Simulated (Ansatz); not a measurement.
# FH₅O₃SSi₂: up Jacob's ladder to CCSD(T)

How much do the methods differ for FH₅O₃SSi₂? The plan is to run it at one geometry with functionals of several rungs and with coupled cluster, and see how far each lands from CCSD(T) at the basis-set limit for the atomisation energy.

Program: Ansatz 0.2.0, Gaussian basis. Level of theory: functionals in def2-TZVPP, the program's frozen cores in correlated methods. These are calculated values, not measurements.

The runs, in order: PBE-D4, r2SCAN-D4, PBE0-D4, B3LYP-D4, ωB97X-V, ωB97M-V, B2PLYP; CCSD(T)/def2-TZVPP; MP2/def2-QZVPP; extrapolation to the limit.

## 1. Structure used throughout

All runs share one geometry, relaxed beforehand with PBE0-D4 in a triple-zeta def2 set.

SMILES `O[SiH](O)S[SiH](O)F`, 12 atoms, charge 0, spin multiplicity 1.

Atoms are counted from 1 here; the program's logs count them from 0.

Bond lengths: O1–Si2 1.625 Å, O1–H8 0.959 Å, Si2–O3 1.629 Å, Si2–S4 2.162 Å, Si2–H9 1.474 Å, O3–H10 0.961 Å, S4–Si5 2.110 Å, Si5–O6 1.622 Å, Si5–F7 1.610 Å, Si5–H11 1.470 Å, O6–H12 0.959 Å. Angles: Si2–O1–H8 117.9°, O1–Si2–O3 109.5°, O1–Si2–S4 107.5°, O1–Si2–H9 106.6°, O3–Si2–S4 110.7°, O3–Si2–H9 113.1°, S4–Si2–H9 109.3°, Si2–O3–H10 117.0°, Si2–S4–Si5 101.5°, S4–Si5–O6 109.9°, S4–Si5–F7 108.0°, S4–Si5–H11 115.2°, O6–Si5–F7 110.5°, O6–Si5–H11 107.3°, F7–Si5–H11 105.9°, Si5–O6–H12 118.8°.

## 2. PBE-D4 (GGA)

File in.yaml:

```yaml
crystal:
  periodic: [false, false, false]
  atoms:
    - {symbol: O, position_ang: [0.629402, -1.029103, -2.794756]}
    - {symbol: Si, position_ang: [0.835760, -0.462902, -1.285637]}
    - {symbol: O, position_ang: [1.107101, 1.142144, -1.340092]}
    - {symbol: S, position_ang: [-0.968357, -0.895982, -0.175382]}
    - {symbol: Si, position_ang: [-0.533624, -0.016735, 1.692987]}
    - {symbol: O, position_ang: [-1.910598, 0.266601, 2.502386]}
    - {symbol: F, position_ang: [0.255326, 1.360406, 1.422610]}
    - {symbol: H, position_ang: [0.028023, -0.556369, -3.373293]}
    - {symbol: H, position_ang: [1.959207, -1.219171, -0.702597]}
    - {symbol: H, position_ang: [0.938455, 1.641528, -0.536008]}
    - {symbol: H, position_ang: [0.334529, -0.811710, 2.573211]}
    - {symbol: H, position_ang: [-2.675224, 0.581293, 2.016570]}
basis:
  gaussian: {orbitals: def2-TZVPP}
hamiltonian: {xc: pbe, dispersion: d4}
output: {forces: true, orbitals: {seedname: orbitals}}
```

Run with:

```sh
ansatz run in.yaml --threads 2 --pin off --events-out ev --progress --plain --max-ram 22528MiB --backend cuda --devices 0, --max-vram 18GiB
```

Further steps of the session: r2SCAN-D4 (meta-GGA); PBE0-D4 (hybrid); B3LYP-D4 (hybrid); ωB97X-V (range-separated); ωB97M-V (range-separated); B2PLYP (double hybrid); CCSD(T) in def2-TZVPP; MP2 in def2-QZVPP.

**Question.** What will the summary of the whole plan be? Wanted: atomisation energy, CCSD(T)/CBS; farthest; mean size of error, hybrid; mean size of error, range-separated; gap, smallest and largest; T1 diagnostic; triples share of the correlation energy.

The runs gave:

```
                               quantity                                 value
        atomisation energy, CCSD(T)/CBS                       1129.6 kcal/mol
functionals within 5.6 kcal/mol (0.5 %)   PBE-D4, r2SCAN-D4, ωB97X-V, ωB97M-V
                               farthest               B2PLYP (-24.9 kcal/mol)
             mean size of error, hybrid                         20.5 kcal/mol
    mean size of error, range-separated                          3.6 kcal/mol
              gap, smallest and largest  5.80 eV (PBE-D4), 12.37 eV (ωB97X-V)
                          T1 diagnostic                                0.0122
triples share of the correlation energy                                 3.5 %
```

What this shows: PBE-D4 is off by +2.5 kcal/mol. Double hybrids carry the basis error of their MP2 part in triple zeta, and no dispersion term here, so their miss is partly the set-up's. Misses under about 5.6 kcal/mol are within the doubt on the reference itself, which lacks core-valence correlation, relativity and higher excitations. Hartree-Fock recovers 70 % of the binding; the rest is correlation. Orbital gaps span 5.8 to 12.4 eV; exact exchange widens them.
